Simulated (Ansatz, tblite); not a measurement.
**The cluster YCu₄+: rung by rung**

An exercise on one series of results from a longer session: the logs are not shown, and one member is left open.

Computed with Ansatz 0.2.0, Gaussian basis. Level: as each input shows.

The runs, in order: GFN1-xTB, GFN2-xTB, PBE-D4/def2-TZVP, r2SCAN-D4/def2-TZVP, HF/def2-TZVP, LDA/def2-TZVP, r2SCANh-D4/def2-TZVP, PBE-D4/def2-SVP, PBE0-D4/def2-SVP, CCSD(T)/def2-SVP, MP2/def2-TZVP.

6 further runs of the same task are left out: 6 set aside as unsound or not needed. Runs told in other sessions of the task aren't counted.

## The geometry

The geometry is that of the singlet, from an earlier relaxation (r2SCAN-D4/def2-SVP). At that level it is the lowest of the isomers that a small search found.

5 atoms, charge 1, spin multiplicity 1.

Bond lengths: Y1–Cu2 2.588 Å, Y1–Cu3 2.695 Å, Y1–Cu4 2.588 Å, Y1–Cu5 2.694 Å, Cu2–Cu3 2.373 Å, Cu2–Cu4 2.859 Å, Cu2–Cu5 2.373 Å, Cu3–Cu4 2.374 Å, Cu4–Cu5 2.373 Å. Angles: Cu2–Y1–Cu3 53.3°, Cu2–Y1–Cu4 67.1°, Cu2–Y1–Cu5 53.3°, Cu3–Y1–Cu4 53.4°, Cu3–Y1–Cu5 88.5°, Cu4–Y1–Cu5 53.4°, Y1–Cu2–Cu3 65.6°, Y1–Cu2–Cu4 56.5°, Y1–Cu2–Cu5 65.6°, Cu3–Cu2–Cu4 53.0°, Cu3–Cu2–Cu5 104.9°, Cu4–Cu2–Cu5 53.0°, Y1–Cu3–Cu2 61.0°, Y1–Cu3–Cu4 61.0°, Cu2–Cu3–Cu4 74.1°, Y1–Cu4–Cu2 56.5°, Y1–Cu4–Cu3 65.6°, Y1–Cu4–Cu5 65.6° and more.

Y takes a core potential in the def2 sets. No spin-orbit coupling is included. The ion is computed in the gas phase, without counter-ions or solvent.

PBE0-D4/def2-TZVP was run before; its log isn't repeated, and its numbers join the tables.

The first run:

Tight binding, by tblite at 300 K electronic temperature and without a spin-polarisation term:

```python
tblite.interface.Calculator('GFN1-xTB', numbers, positions, charge=1, uhf=0).singlepoint()
```

Tight binding, by tblite at 300 K electronic temperature and without a spin-polarisation term:

```python
tblite.interface.Calculator('GFN2-xTB', numbers, positions, charge=1, uhf=0).singlepoint()
```

start.molden holds the orbitals of an earlier run on this state, given as this run's starting guess.

File in.yaml:

```yaml
crystal:
  periodic: [false, false, false]
  atoms:
    - {symbol: Y, position_ang: [0.419850, -1.043451, 1.186028]}
    - {symbol: Cu, position_ang: [1.247067, 0.579662, -0.651728]}
    - {symbol: Cu, position_ang: [-0.081619, 1.599464, 1.029382]}
    - {symbol: Cu, position_ang: [-1.515944, 0.086926, -0.106306]}
    - {symbol: Cu, position_ang: [-0.069355, -1.222610, -1.457375]}
basis:
  gaussian: {orbitals: def2-TZVP, initial_orbitals: start.molden}
total_charge: 1
hamiltonian: {xc: pbe, dispersion: d4}
scf: {omitted_lower_state_checks: [starts]}
output: {forces: true, orbitals: {seedname: orbitals}}
```

Command:

```console
$ ansatz run in.yaml --threads 4 --pin off --events-out ev --progress --plain --max-ram 4787MiB
```

Steps of the session up to this table: PBE-D4/def2-TZVP; r2SCAN-D4/def2-TZVP; HF/def2-TZVP; LDA/def2-TZVP; r2SCANh-D4/def2-TZVP; PBE-D4/def2-SVP; PBE0-D4/def2-SVP; CCSD(T)/def2-SVP; MP2/def2-TZVP.

One of the session's tables, all rows but one given; the rest of the session is left out.

It belongs to the step «Levels side by side». 

```
               level  HOMO (eV)  LUMO (eV)  gap (eV)
        HF/def2-TZVP      -9.52      -4.40      5.11
       LDA/def2-TZVP      -8.60      -8.07      0.53
     PBE-D4/def2-SVP      -8.07      -7.60      0.47
    PBE-D4/def2-TZVP      -8.32      -7.76      0.56
 r2SCAN-D4/def2-TZVP      -8.27      -7.46      0.82
r2SCANh-D4/def2-TZVP      -8.49      -7.16      1.33
    PBE0-D4/def2-SVP      -8.54      -6.78      1.76
   PBE0-D4/def2-TZVP          ?          ?         ?
```

Q: Estimate the row for PBE0-D4/def2-TZVP from the others.

**Answer.** HOMO (eV): -8.79; LUMO (eV): -6.93; gap (eV): 1.86. In the column «HOMO (eV)» it lies between HF/def2-TZVP (-9.52) and LDA/def2-TZVP (-8.60).
